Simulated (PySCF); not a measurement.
# C5H12O2Si: the cost of one run

Computed with PySCF 2.14.0 and routines of our own; the level stands in each step. Atoms count from 0.

## 1. The starting structure

20 atoms, charge 0, multiplicity 1; geometry from: GFN2-xTB.

## 2. Magnetic properties: GIAO B3LYP/pcSseg-1

The job: settings as JSON, then the geometry in Å.

```
{"job": {"kind": "mag", "xc": "B3LYP", "basis": "pcSseg-1", "isotopologues": 2}, "charge": 0, "multiplicity": 1}
C      3.449385    -0.704716     0.497504
C      2.499932    -0.325161    -0.604104
O      2.786501    -0.250088    -1.767900
O      1.276307    -0.069405    -0.160792
Si     0.068231     0.354783    -1.226404
C     -1.433280     0.571496    -0.079383
C     -2.647975     1.006650    -0.891223
C     -1.751969    -0.702676     0.702880
H      3.562210     0.138985     1.174796
H      3.034412    -1.536536     1.061399
H      4.414304    -0.976056     0.081075
H     -0.117580    -0.735990    -2.179167
H      0.439896     1.600192    -1.891736
H     -1.219855     1.362005     0.648497
H     -2.444657     1.929562    -1.427638
H     -2.908792     0.244441    -1.621271
H     -3.509333     1.166908    -0.244177
H     -2.595419    -0.539282     1.372699
H     -0.896390    -1.011632     1.298358
H     -2.011078    -1.512800     0.024464
```

With the program's defaults for keys left out, this is: GIAO B3LYP/pcSseg-1 magnetisability, rotational g tensor and spin-rotation constants, non-relativistic, gas phase.

Run with:

```sh
$ OMP_NUM_THREADS=1 python excited_run.py task.json out
```

This one command runs all jobs of the session in turn.

Q: Estimate the wall time and peak memory of this job on 1 thread of Arm Neoverse V1, shared host.

About 56 s, with a peak of 0.98 GiB.
